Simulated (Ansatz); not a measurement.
**One shape, several levels: AlH2Br (SMILES [H][Al]([H])[Br])**

Wanted: a comparison of 6 runs (B3LYP/STO-3G, HSE06/STO-3G, UB3LYP/STO-3G, UPBE0/STO-3G, r2SCAN/STO-3G, CCSD/STO-3G) of AlH2Br. 

The results are computed with Ansatz 0.2.0.

51 further runs of the same task are left out: 2 that didn't finish, 49 set aside as unsound or not needed.

## (1) The system as given

AlH2Br has 4 atoms, charge 0, and is taken as a singlet. As SMILES, `[H][Al]([H])[Br]`. The H3–Al1 distance was set to 3.068 Å, away from the relaxed value. At this shape a bond of the SMILES string is far longer than usual.

Bond lengths: Al1–Br4 2.240 Å, Al1–H2 1.534 Å. Angles: H2–Al1–Br4 120.8°.

## (2) The energy at B3LYP/STO-3G (run 1)

Contents of run.yaml:

```yaml
crystal:
  periodic: [false, false, false]
  atoms:
    - symbol: Al
      position_ang: [0.812504, -1.207450, 0.023709]
    - symbol: H
      position_ang: [2.346414, -1.209540, 0.034389]
    - symbol: H
      position_ang: [-0.640600, 1.494120, -0.021230]
    - symbol: Br
      position_ang: [-0.338686, -3.129440, 0.030529]
basis:
  gaussian: {orbitals: STO-3G}
total_charge: 0
hamiltonian: {xc: {name: B3LYP}}
accuracy: high
```

Launch:

```sh
$ ansatz run run.yaml --threads 1 --pin off --max-ram 2610MiB --events-out events.jsonl --progress --plain --runs-dir runs
```

The program printed:

```text
Warning: RAYON_NUM_THREADS=1 ignored (pool sized by the plan → 1); use --threads N
Functional definition: B3LYP
  name "B3LYP"
  parameter a0 = 0.2
  parameter ax = 0.72
  parameter ac = 0.81
  exchange = (1 - a0 - ax)*slater_x + ax*b88_x + a0*exact_x
  correlation = (1 - ac)*vwn_rpa_c + ac*lyp_c
410 factors; integrals over basis functions are off by at most 9.3e-9 eV
mean field evaluation 1: about -75817.7753 eV, gradient 2.7e1 eV
mean field evaluation 2: about -75806.2491 eV, gradient 4.2e1 eV
mean field evaluation 4: about -75824.7613 eV, gradient 9.4e0 eV
mean field evaluation 8: about -75825.5170 eV, gradient 5.6e-1 eV
mean field evaluation 16: about -75825.4953 eV, gradient 2.6e-4 eV
mean field -75825.49532072 eV, -2786.5355566696 hartree, gradient 9.9e-9 eV, S^2 0.000000; 0 other end points of the search recorded, 0 dependent functions left out
reference -75825.49535003 eV, -2786.5355577469 hartree; 25, 25 occupied and 4, 4 virtual orbitals, 410 factors
Total energy: -75825.49535003 eV, -2786.5355577469 hartree
```

Run time: 1.4 s. Hardware: 1 thread of Arm Neoverse V1, shared host; peak memory 0.098 GiB.

## (3) The energy at HSE06/STO-3G (run 2)

Contents of job.yaml:

```yaml
basis:
  gaussian: {orbitals: STO-3G}
crystal:
  periodic: [false, false, false]
  atoms:
    - {symbol: Al, position_ang: [0.812504, -1.207450, 0.023709]}
    - {symbol: H, position_ang: [2.346414, -1.209540, 0.034389]}
    - {symbol: H, position_ang: [-0.640600, 1.494120, -0.021230]}
    - {symbol: Br, position_ang: [-0.338686, -3.129440, 0.030529]}
hamiltonian: {xc: {name: HSE06}}
accuracy: high
```

Launch:

```sh
$ ansatz run job.yaml --threads 1 --pin off --max-ram 2610MiB --events-out events.jsonl --progress --plain --runs-dir runs
```

The program printed:

```text
Warning: RAYON_NUM_THREADS=1 ignored (pool sized by the plan → 1); use --threads N
Functional definition: HSE06
  name "HSE06"
  parameter a = 0.25
  parameter omega = 0.11/bohr
  exchange = pbe_x - a*pbe_x_sr(omega) + a*exact_x_sr(omega)
  correlation = pbe_c
410 factors; integrals over basis functions are off by at most 9.3e-9 eV
57 factors; integrals over basis functions are off by at most 1.2e-9 eV
mean field evaluation 1: about -75808.7120 eV, gradient 2.6e1 eV
mean field evaluation 2: about -75797.6491 eV, gradient 4.0e1 eV
mean field evaluation 4: about -75815.1671 eV, gradient 1.0e1 eV
mean field evaluation 8: about -75816.1700 eV, gradient 1.1e0 eV
mean field evaluation 16: about -75816.1594 eV, gradient 2.2e-4 eV
mean field -75816.15935102 eV, -2786.1924661114 hartree, gradient 2.4e-8 eV, S^2 0.000000; 0 other end points of the search recorded, 0 dependent functions left out
reference -75816.15935289 eV, -2786.1924661803 hartree; 25, 25 occupied and 4, 4 virtual orbitals, 410 factors
Total energy: -75816.15935289 eV, -2786.1924661803 hartree
```

Wall time 1.6 s (1 thread of Arm Neoverse V1, shared host); peak memory 0.1 GiB.

Runs 3 to 5 aren't shown in full; the table further down has their settings and results.

## (4) A single-point energy at CCSD/STO-3G (run 6)

Contents of in.yaml:

```yaml
crystal:
  periodic: [false, false, false]
  atoms:
    - {symbol: Al, position_ang: [0.812504, -1.207450, 0.023709]}
    - {symbol: H, position_ang: [2.346414, -1.209540, 0.034389]}
    - {symbol: H, position_ang: [-0.640600, 1.494120, -0.021230]}
    - {symbol: Br, position_ang: [-0.338686, -3.129440, 0.030529]}
basis:
  gaussian:
    orbitals: STO-3G
total_charge: 0
correlation:
  method: ccsd
  frozen_orbitals: {Al: 5, Br: 9, H: 0}
accuracy: high
scf:
  omitted_lower_state_checks: [cluster_reference, increment]
```

Launch:

```sh
$ ansatz run in.yaml --threads 1 --pin off --max-ram 2610MiB --events-out events.jsonl --progress --plain --runs-dir runs
```

The program printed:

```text
Warning: RAYON_NUM_THREADS=1 ignored (pool sized by the plan → 1); use --threads N
[... 12 lines left out ...]
14 core orbitals not correlated: weight in the atoms' cores, before any rotation towards them, 1.000 or more for the frozen orbitals, at most 0.000 for the correlated occupied ones
[... 29 lines left out ...]
WARN: these amplitudes may be one of several solutions (largest doubles amplitude 0.68, level shift 7.64 eV)
Total energy: -75777.54628860 eV, -2784.7734622405 hartree
Checks for a lower state left out: cluster_reference, increment
```

It took 0.34 s on 1 thread of Arm Neoverse V1, shared host.

## (5) Overview of the runs

```tsv
run	level	frozen core orbitals	energy (Eh)	wall time
1	B3LYP/STO-3G	–	-2786.535558	1.4 s
2	HSE06/STO-3G	–	-2786.192466	1.6 s
3	UB3LYP/STO-3G	–	-2786.563923	5.7 s
4	UPBE0/STO-3G	–	-2786.235004	5.4 s
5	r2SCAN/STO-3G	–	-2786.603667	3.3 s
6	CCSD/STO-3G	14	-2784.773462	0.34 s
```

## (6) Outcome

| quantity | value |
| --- | --- |
| run 6: total energy | -2784.77346 Eh |
| run 6: correlation energy (14 core orbitals frozen) | -159.7 mEh |
| run 6: T1 diagnostic | 0.039 |

**Reading.** Totals of different functionals can't be ranked against each other. In run 6 the T1 diagnostic is large, so a single reference may not serve. In run 6 the log says that unrestricted orbitals would lower the reference, so the values rest on an unstable closed-shell determinant (other closed-shell runs at this shape may share the fault). In runs 1, 2, 3, 4, 5, 6 the basis is minimal, so the values are rough. Spin contamination of the reference: run 4 ⟨S²⟩ = 0.88, run 3 ⟨S²⟩ = 0.80. Where it is this large, the reference is a mixture of spin states, and values that rest on it are in doubt. All runs together took 18 s, the longest 5.7 s.
